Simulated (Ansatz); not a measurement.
BaScO₃, space group Pm-3m, cell relaxations under several functionals

Run with the Ansatz DFT code, driven from Python.

`basco3_lattice.py`:
```python
# -*- coding: utf-8 -*-
import logging
import sys
import warnings

import ansatz as az
import numpy as np

logging.basicConfig(stream=sys.stdout, format="[%(levelname)s] %(message)s")
log = logging.getLogger("run")
log.setLevel(logging.INFO)

def edges_and_angles(cell):
    cell = np.asarray(cell)
    a, b, c = np.linalg.norm(cell, axis=1)
    cosines = cell[1] @ cell[2] / (b * c), cell[0] @ cell[2] / (a * c), cell[0] @ cell[1] / (a * b)
    return (a, b, c, *np.degrees(np.arccos(cosines)))


def main():
    warnings.simplefilter("ignore", az.DeckWarning)

    xtal = (
        az.Lattice.cubic(4.219697)
        .space_group(221)
        .atom("Ba", (0.0, 0.0, 0.0))
        .atom("Sc", (0.5, 0.5, 0.5))
        .atom("O", (0.5, 0.5, 0.0))
    )

    base = (
        xtal.calculation()
        .basis(510)
        .kpoints(6, 6, 6)
        .occupations("cold", width=0.1)
        .relax(cell=True)
    )

    levels = [("pbesol", "d3bj"), ("pbesol", "none"), ("blyp", "d3bj")]
    log.info("level            a       b       c    alpha   beta  gamma  V/atom  steps")
    for name, dispersion in levels:
        seen = []
        run = base.functional(name, dispersion=dispersion).session().plan()
        result = run.execute(on_event=lambda e: seen.append(e) if e["event"] == "relax_step" else None)
        cell = result.lattice.cell_ang
        label = name if dispersion == "none" else f"{name}+{dispersion}"
        print("{:13s} {:7.4f} {:7.4f} {:7.4f} {:6.2f} {:6.2f} {:6.2f}".format(label, *edges_and_angles(cell)), f"{abs(np.linalg.det(cell)) / len(result.lattice.sites):7.3f} {len(seen):5d}")


if __name__ == "__main__":
    main()
```

```console
$ python basco3_lattice.py
[INFO] level            a       b       c    alpha   beta  gamma  V/atom  steps
pbesol+d3bj    4.1144  4.1144  4.1144  90.00  90.00  90.00  13.930     5
pbesol         4.1442  4.1442  4.1442  90.00  90.00  90.00  14.235     5
blyp+d3bj      4.1824  4.1824  4.1824  90.00  90.00  90.00  14.632     4
```

From smallest to largest: PBEsol+D3BJ (13.93 Å³ an atom, -7.3 % against the start), PBEsol (14.23 Å³ an atom, -5.3 % against the start) and BLYP+D3BJ (14.63 Å³ an atom, -2.6 % against the start). The spread is 5.0 % in volume.

Notes:
- The cell holds an odd number of electrons and is run without spin, so a magnetic state may lie lower.
- Forces vanish by symmetry, so the ions can't move, and the end may be a saddle.
- BLYP and dispersion corrections can be off by several per cent in the lattices of metals, and by several GPa in the pressure at a fixed cell.
- For a metal this k-point mesh is coarse: on a finer one energies can move by several to tens of meV an atom and pressures by half a GPa or more, differences at one mesh by less.
- The structure comes from a database of computed cells and needn't be a stable or known phase.
- The whole script took 35 s on 1 thread of Arm Neoverse V2, on a shared host, peak memory 0.49 GiB.
